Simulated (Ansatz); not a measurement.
# C3H6BCl: one species, many methods

One table from this session's results is given with a row withheld; the runs are named, their logs left out.

Computed with Ansatz 0.2.0, Gaussian basis. Level: functionals in def2-TZVPP, the program's frozen cores in correlated methods.

Plan: PBE-D4, r2SCAN-D4, PBE0-D4, B3LYP-D4, ωB97X-V, ωB97M-V, B2PLYP; CCSD(T)/def2-TZVPP; MP2/def2-QZVPP; extrapolation to the limit.

### The relaxed structure

The geometry comes from an earlier relaxation with PBE0-D4 in a triple-zeta def2 set; it is a stationary point, not always the lowest conformer.

11 atoms, charge 0, spin multiplicity 1.

Atoms are counted from 1 here; the program's logs count them from 0.

Bond lengths: B1–C5 1.578 Å, B1–H6 1.195 Å, B1–H7 1.195 Å, C2–Cl3 1.711 Å, C2–C4 1.346 Å, C2–H8 1.082 Å, C4–C5 1.484 Å, C4–H9 1.084 Å, C5–H10 1.086 Å, C5–H11 1.085 Å. Angles: C5–B1–H6 118.0°, C5–B1–H7 121.7°, H6–B1–H7 120.0°, Cl3–C2–C4 122.8°, Cl3–C2–H8 113.8°, C4–C2–H8 123.3°, C2–C4–C5 121.2°, C2–C4–H9 118.3°, C5–C4–H9 119.0°, B1–C5–C4 76.8°, B1–C5–H10 116.0°, B1–C5–H11 119.1°, C4–C5–H10 115.2°, C4–C5–H11 112.1°, H10–C5–H11 112.8°.

The first run:

in.yaml reads:

```yaml
crystal:
  periodic: [false, false, false]
  atoms:
    - {symbol: B, position_ang: [-0.824547, 0.287365, -0.816585]}
    - {symbol: C, position_ang: [0.100046, 0.159539, 1.352351]}
    - {symbol: Cl, position_ang: [-0.470906, -0.509775, 2.819678]}
    - {symbol: C, position_ang: [0.446229, -0.594673, 0.292288]}
    - {symbol: C, position_ang: [0.714848, 0.018350, -1.032706]}
    - {symbol: H, position_ang: [-1.165481, 1.394425, -0.521331]}
    - {symbol: H, position_ang: [-1.645147, -0.554707, -1.028128]}
    - {symbol: H, position_ang: [0.223893, 1.233668, 1.382209]}
    - {symbol: H, position_ang: [0.303097, -1.667357, 0.356213]}
    - {symbol: H, position_ang: [1.358724, 0.893123, -1.015491]}
    - {symbol: H, position_ang: [1.024543, -0.717059, -1.767898]}
basis:
  gaussian: {orbitals: def2-TZVPP}
hamiltonian: {xc: pbe, dispersion: d4}
output: {forces: true, orbitals: {seedname: orbitals}}
```

Command:

```
$ ansatz run in.yaml --threads 4 --pin off --events-out ev --progress --plain --max-ram 10444MiB
```

Steps of the session up to this table: PBE-D4 (GGA); r2SCAN-D4 (meta-GGA); PBE0-D4 (hybrid); B3LYP-D4 (hybrid); ωB97X-V (range-separated); ωB97M-V (range-separated); B2PLYP (double hybrid); CCSD(T) in def2-TZVPP; MP2 in def2-QZVPP.

One table of the session follows, with a row left open; its other results are not shown here.

| method | atomisation energy (kcal/mol) |
| --- | --- |
| PBE-D4 | 1040.8 |
| r2SCAN-D4 | 1020.5 |
| PBE0-D4 | 1024.9 |
| B3LYP-D4 | 1012.1 |
| ωB97X-V | 1012.0 |
| ωB97M-V | ? |
| B2PLYP | 1002.3 |
| HF/def2-TZVPP | 755.2 |
| MP2/def2-TZVPP | 1005.9 |
| CCSD/def2-TZVPP | 969.0 |
| CCSD(T)/def2-TZVPP | 985.4 |
| MP2/CBS | 1028.0 |
| CCSD(T)/CBS | 1007.6 |

Estimate the missing values for ωB97M-V.

**Answer.** atomisation energy (kcal/mol): 1016.2. In the column «atomisation energy (kcal/mol)» it lies between B3LYP-D4 (1012.1) and r2SCAN-D4 (1020.5).

To keep in mind: Free atoms (1 B, 3 C, 1 Cl, 6 H) were run apart at each level; the atomisation energy is their sum less the molecule, without zero-point or spin-orbit terms.
